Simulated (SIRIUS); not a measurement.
# HfIn4SiO6 (C2) in SIRIUS: a series of runs, part 2 of 2

SIRIUS 7.12.0.

### Step 4. Single point, LDA+U

Contents of sirius.json:

```json
{
  "control": {
    "processing_unit": "cpu",
    "verbosity": 2,
    "num_bands_to_print": 68,
    "print_forces": true,
    "print_stress": true
  },
  "parameters": {
    "electronic_structure_method": "pseudopotential",
    "xc_functionals": ["XC_LDA_X", "XC_LDA_C_PW"],
    "gk_cutoff": 9.2,
    "pw_cutoff": 18.4,
    "ngridk": [3, 3, 2],
    "shiftk": [0, 0, 0],
    "smearing": "fermi_dirac",
    "smearing_width": 0.0018374661,
    "num_bands": 68,
    "num_mag_dims": 0,
    "num_dft_iter": 100,
    "energy_tol": 1e-08,
    "density_tol": 1e-06,
    "hubbard_correction": true
  },
  "iterative_solver": {
    "type": "davidson",
    "min_tolerance": 1e-10
  },
  "mixer": {
    "type": "anderson",
    "beta": 0.7,
    "max_history": 8
  },
  "settings": {
    "tol_ne": 1e-10,
    "pseudo_grid_cutoff": 6.5
  },
  "unit_cell": {
    "lattice_vectors": [
      [5.132212695565, -8.888459108006, 0.015741418618],
      [5.132212695565, 8.888459108006, 0.015741418618],
      [-3.551078847091, 0.0, 13.986373274409]
    ],
    "atom_coordinate_units": "lattice",
    "atom_types": ["Hf", "In", "Si", "O"],
    "atom_files": {
      "O": "O.json",
      "Hf": "Hf.json",
      "In": "In.json",
      "Si": "Si.json"
    },
    "atoms": {
      "Hf": [
        [0.78835, 0.21165, 0.0]
      ],
      "In": [
        [0.62175, 0.37825, 0.5],
        [0.45502, 0.54498, 0.0],
        [0.28407, 0.71593, 0.5],
        [0.95814, 0.04186, 0.5]
      ],
      "Si": [
        [0.12168, 0.87832, 0.0]
      ],
      "O": [
        [0.06219, 0.11415, 0.86666],
        [0.88585, 0.93781, 0.13334],
        [0.7949, 0.53784, 0.86663],
        [0.46216, 0.2051, 0.13337],
        [0.15352, 0.62879, 0.13333],
        [0.37121, 0.84648, 0.86667]
      ]
    }
  },
  "hubbard": {
    "simplified": true,
    "subspace_method": "full_orthogonalization",
    "local": [
      {
        "atom_type": "Hf",
        "n": 5,
        "l": 2,
        "U": 0.29399458,
        "J": 0.0,
        "total_initial_occupancy": 2
      }
    ]
  }
}
```

Potentials or basis: PseudoDojo 0.4.1 PBE standard (scalar relativistic).

Started as:

```
$ upf_to_json O.upf
$ upf_to_json Hf.upf
$ upf_to_json In.upf
$ upf_to_json Si.upf
$ # the labels of the atomic orbitals (3D, 4S, ...) are then added to the .json files where the converter dropped them
$ OMP_NUM_THREADS=4 sirius.scf --input=sirius.json --output=out.json --task=0
```

Log:

```text
[info] SIRIUS version : 7.12.0
[info] number of MPI ranks           : 1
[info] MPI grid                      : 1 1
[info] maximum number of OMP threads : 4
[fft] FFT context for density and potential
[fft] =====================================
[fft]   comm size                             : 1
[fft]   plane wave cutoff                     : 18.4
[fft]   grid size                             : 64 64 90   total : 368640
[fft]   grid limits                           : -31 32   -31 32   -44 45
[fft]   number of G-vectors within the cutoff : 67149
[fft]   local number of G-vectors             : 67149
[fft]   number of G-shells                    : 34071
[fft] FFT context for coarse grid
[fft] =====================================
[fft]   comm size                             : 1
[fft]   plane wave cutoff                     : 18.4
[fft]   grid size                             : 64 64 90   total : 368640
[fft]   grid limits                           : -31 32   -31 32   -44 45
[fft]   number of G-vectors within the cutoff : 67149
[fft]   local number of G-vectors             : 67149
[fft]   number of G-shells                    : 34071
[unit cell] lattice vectors
[unit cell]   a1 :       5.1322126956     -8.8884591080      0.0157414186
[unit cell]   a2 :       5.1322126956      8.8884591080      0.0157414186
[unit cell]   a3 :      -3.5510788471      0.0000000000     13.9863732744
[unit cell] reciprocal lattice vectors
[unit cell]   b1 :       0.6116558780     -0.3534462628      0.1552967454
[unit cell]   b2 :       0.6116558780      0.3534462628      0.1552967454
[unit cell]   b3 :      -0.0013768160      0.0000000000      0.4488866414
[unit cell] unit cell volume :      1277.03943398 [a.u.^3]
[unit cell] 1/sqrt(omega)    :         0.02798323
[unit cell] MT volume        :         0.00000000 ( 0.00%)
[unit cell] IT volume        :      1277.03943398 (100.00%)
[unit cell] number of atom types : 4
[unit cell] type id : 0 symbol : Hf mt_radius :  16.550000 num_atoms : 1
[unit cell] type id : 1 symbol : In mt_radius :  19.630000 num_atoms : 4
[unit cell] type id : 2 symbol : Si mt_radius :  15.090000 num_atoms : 1
[unit cell] type id : 3 symbol :  O mt_radius :   9.350000 num_atoms : 6
[unit cell] total number of atoms : 12
[unit cell] number of symmetry classes : 9
[unit cell] number of PAW atoms : 0
[unit cell] atom id  type id  class id             position                      vector_field
[unit cell] ------------------------------------------------------------------------------------------
[unit cell]      0        0        0      0.78835   0.21165   0.00000      0.00000   0.00000   0.00000
[unit cell]      1        1        1      0.62175   0.37825   0.50000      0.00000   0.00000   0.00000
[unit cell]      2        1        2      0.45502   0.54498   0.00000      0.00000   0.00000   0.00000
[unit cell]      3        1        3      0.28407   0.71593   0.50000      0.00000   0.00000   0.00000
[unit cell]      4        1        4      0.95814   0.04186   0.50000      0.00000   0.00000   0.00000
[unit cell]      5        2        5      0.12168   0.87832   0.00000      0.00000   0.00000   0.00000
[unit cell]      6        3        6      0.06219   0.11415   0.86666      0.00000   0.00000   0.00000
[unit cell]      7        3        6      0.88585   0.93781   0.13334      0.00000   0.00000   0.00000
[unit cell]      8        3        7      0.79490   0.53784   0.86663      0.00000   0.00000   0.00000
[... 662 lines left out ...]
[ground_state] atom:    2, force:       0.0000000      0.0001235      0.0000000
[ground_state] atom:    3, force:       0.0000000      0.0070849      0.0000000
[ground_state] atom:    4, force:       0.0000000     -0.0059903      0.0000000
[ground_state] atom:    5, force:       0.0000000      0.0001129      0.0000000
[ground_state] atom:    6, force:       0.0054695     -0.0030229      0.0049318
[ground_state] atom:    7, force:      -0.0054695     -0.0030229     -0.0049318
[ground_state] atom:    8, force:      -0.0000764      0.0062142      0.0047514
[ground_state] atom:    9, force:       0.0000764      0.0062142     -0.0047514
[ground_state] atom:   10, force:       0.0053820     -0.0032954     -0.0049430
[ground_state] atom:   11, force:      -0.0053820     -0.0032954      0.0049430
[ground_state] ==== ultrasoft contribution from Qij =====
[ground_state] atom:    0, force:       0.0000000      0.0000000      0.0000000
[ground_state] atom:    1, force:       0.0000000      0.0000000      0.0000000
[ground_state] atom:    2, force:       0.0000000      0.0000000      0.0000000
[ground_state] atom:    3, force:       0.0000000      0.0000000      0.0000000
[ground_state] atom:    4, force:       0.0000000      0.0000000      0.0000000
[ground_state] atom:    5, force:       0.0000000      0.0000000      0.0000000
[ground_state] atom:    6, force:       0.0000000      0.0000000      0.0000000
[ground_state] atom:    7, force:       0.0000000      0.0000000      0.0000000
[ground_state] atom:    8, force:       0.0000000      0.0000000      0.0000000
[ground_state] atom:    9, force:       0.0000000      0.0000000      0.0000000
[ground_state] atom:   10, force:       0.0000000      0.0000000      0.0000000
[ground_state] atom:   11, force:       0.0000000      0.0000000      0.0000000
[ground_state] ==== non-local contribution from Beta-projector =====
[ground_state] atom:    0, force:       0.0000000      0.0000444      0.0000000
[ground_state] atom:    1, force:       0.0000000     -0.0056432      0.0000000
[ground_state] atom:    2, force:       0.0000000      0.0007464      0.0000000
[ground_state] atom:    3, force:       0.0000000      0.0210884      0.0000000
[ground_state] atom:    4, force:       0.0000000     -0.0144694      0.0000000
[ground_state] atom:    5, force:       0.0000000      0.0002336      0.0000000
[ground_state] atom:    6, force:      -0.0346718     -0.0281173      0.3655618
[ground_state] atom:    7, force:       0.0346718     -0.0281173     -0.3655618
[ground_state] atom:    8, force:       0.0403974     -0.0143543      0.3664278
[ground_state] atom:    9, force:      -0.0403974     -0.0143543     -0.3664278
[ground_state] atom:   10, force:       0.0088298      0.0432758     -0.3661367
[ground_state] atom:   11, force:      -0.0088298      0.0432758      0.3661367
[ground_state] ==== contribution from local potential =====
[ground_state] atom:    0, force:       0.0000000      0.0042048      0.0000000
[ground_state] atom:    1, force:       0.0000000     -0.1075003      0.0000000
[ground_state] atom:    2, force:       0.0000000     -0.0109319      0.0000000
[ground_state] atom:    3, force:       0.0000000      0.5503362      0.0000000
[ground_state] atom:    4, force:       0.0000000     -0.4488176      0.0000000
[ground_state] atom:    5, force:       0.0000000     -0.0020089      0.0000000
[ground_state] atom:    6, force:       0.2638729      0.6751074      4.2186864
[ground_state] atom:    7, force:      -0.2638729      0.6751074     -4.2186864
[ground_state] atom:    8, force:      -0.7461200     -0.1178388      4.2169090
[ground_state] atom:    9, force:       0.7461200     -0.1178388     -4.2169090
[ground_state] atom:   10, force:      -0.4647422     -0.5519345     -4.2121752
[ground_state] atom:   11, force:       0.4647422     -0.5519345      4.2121752
[ground_state] ==== contribution from core density =====
[ground_state] atom:    0, force:       0.0000000      0.0000923      0.0000000
[ground_state] atom:    1, force:       0.0000000      0.0002906      0.0000000
[ground_state] atom:    2, force:       0.0000000     -0.0000514      0.0000000
[ground_state] atom:    3, force:       0.0000000     -0.0020069      0.0000000
[ground_state] atom:    4, force:       0.0000000      0.0017514      0.0000000
[ground_state] atom:    5, force:       0.0000000     -0.0000246      0.0000000
[ground_state] atom:    6, force:      -0.0006910      0.0014274     -0.0075065
[ground_state] atom:    7, force:       0.0006910      0.0014274      0.0075065
[ground_state] atom:    8, force:      -0.0008266     -0.0013480     -0.0075402
[ground_state] atom:    9, force:       0.0008266     -0.0013480      0.0075402
[ground_state] atom:   10, force:      -0.0016121     -0.0000868      0.0075279
[ground_state] atom:   11, force:       0.0016121     -0.0000868     -0.0075279
[ground_state] ==== Ewald forces from ions =====
[ground_state] atom:    0, force:       0.0000000     -0.0045917      0.0000000
[ground_state] atom:    1, force:       0.0000000      0.1120004      0.0000000
[ground_state] atom:    2, force:       0.0000000      0.0103555      0.0000000
[ground_state] atom:    3, force:       0.0000000     -0.5623172      0.0000000
[ground_state] atom:    4, force:       0.0000000      0.4552116      0.0000000
[ground_state] atom:    5, force:       0.0000000      0.0019121      0.0000000
[ground_state] atom:    6, force:      -0.2172684     -0.6627992     -4.5779877
[ground_state] atom:    7, force:       0.2172684     -0.6627992      4.5779877
[ground_state] atom:    8, force:       0.7134153      0.1503691     -4.5771822
[ground_state] atom:    9, force:      -0.7134153      0.1503691      4.5771822
[ground_state] atom:   10, force:       0.4755582      0.5061447      4.5720580
[ground_state] atom:   11, force:      -0.4755582      0.5061447     -4.5720580
[ground_state] ==== contribution from Hubbard correction =====
[ground_state] atom:    0, force:       0.0000000      0.0003105      0.0000000
[ground_state] atom:    1, force:       0.0000000     -0.0003305      0.0000000
[ground_state] atom:    2, force:       0.0000000      0.0000052      0.0000000
[ground_state] atom:    3, force:       0.0000000     -0.0000154      0.0000000
[ground_state] atom:    4, force:       0.0000000      0.0003332      0.0000000
[ground_state] atom:    5, force:       0.0000000      0.0000007      0.0000000
[ground_state] atom:    6, force:      -0.0057722      0.0113587      0.0061777
[ground_state] atom:    7, force:       0.0057722      0.0113587     -0.0061777
[ground_state] atom:    8, force:      -0.0069425     -0.0106139      0.0061370
[ground_state] atom:    9, force:       0.0069425     -0.0106139     -0.0061370
[ground_state] atom:   10, force:      -0.0126516     -0.0006946     -0.0062170
[ground_state] atom:   11, force:       0.0126516     -0.0006946      0.0062170
[~DFT_ground_state] local op. applied: 23386
[~DFT_ground_state] evp. work count: 1386.85
[~DFT_ground_state] number of iterative solver steps: 662
```

Wall time 5.7 min (4 threads of AMD EPYC (Zen 3), shared host); peak memory 2 GiB.

Results:

- Free energy: -11542.8681 eV
- Pressure: -4.8 GPa
- Largest force: 0.412 eV/Å
- Band gap on the k mesh: none (metal or under the smearing width)

Forces on the atoms (eV/Å):
```
Hf   0.000  0.003  0.000
In   0.000 -0.061  0.000
In   0.000  0.006  0.000
In   0.000  0.364  0.000
In   0.000 -0.308  0.000
Si   0.000  0.006  0.000
O    0.281 -0.155  0.254
O   -0.281 -0.155 -0.254
O   -0.004  0.320  0.244
O    0.004  0.320 -0.244
O    0.277 -0.169 -0.254
O   -0.277 -0.169  0.254
```

Levels at points of the mesh, in eV from the Fermi level:
```csv
k point,band 49,band 50,band 51,band 52,band 53,band 54,band 55,band 56
"(0.00, 0.00, 0.00)",-3.71,-0.97,-0.76,-0.16,-0.13,0.02,0.05,0.27
"(0.00, 0.00, 0.50)",-3.50,-1.26,-0.96,-0.77,-0.08,-0.06,0.04,0.05
```

Caveat: the k mesh is coarse (spacing up to 0.46 Å⁻¹), so the values aren't converged; the potentials were made for another functional, which shifts forces and pressure; U without spin polarisation on a metal has little footing.

### Step 5. The reference run

An earlier run on the cell as given: functional PBE; potentials or basis PseudoDojo 0.4.1 PBE standard (scalar relativistic); cutoff 1152 eV; density cutoff 4606 eV; k mesh 6 × 6 × 4; occupations fermi-dirac, width 0.05 eV; no spin polarisation.

* Pressure: -0.4 GPa
* Largest force: 0.096 eV/Å
* Band gap on the k mesh: none (metal or under the smearing width)

### Step 6. Overview

```csv
level,U,k mesh,libxc names,form of the Hubbard term,hubbard projectors,start of the occupations,mesh quality,gap on the mesh (eV),pressure (GPa),largest force (eV/Å)
LDA+U,Hf d U = 4 eV,3 × 3 × 2,"["XC_LDA_X", "XC_LDA_C_PW"]",simplified (Dudarev),orthogonalised atomic orbitals,the program's own,coarse,none,-6.0,0.36
LDA+U,Hf d U = 6 eV,3 × 3 × 2,"["XC_LDA_X", "XC_LDA_C_PW"]",simplified (Dudarev),orthogonalised atomic orbitals,the program's own,coarse,none,-5.4,0.36
LDA+U,Hf d U = 8 eV,3 × 3 × 2,"["XC_LDA_X", "XC_LDA_C_PW"]",simplified (Dudarev),orthogonalised atomic orbitals,the program's own,coarse,none,-4.8,0.41
PBE,-,6 × 6 × 4,"["XC_GGA_X_PBE", "XC_GGA_C_PBE"]",-,-,-,not flagged,none,-0.4,0.10
```

Alike in all rows: task single point; potentials or basis PseudoDojo 0.4.1 PBE standard (scalar relativistic); no spin polarisation; cell as given; cutoff (eV) 1152; smearing fermi-dirac 0.05 eV.

Caveats: some runs use coarse meshes; the potentials were made for another functional, which shifts forces and pressure (some runs); U without spin polarisation on a metal has little footing (some runs).

Absolute energies hang on the potentials; compare differences alone.
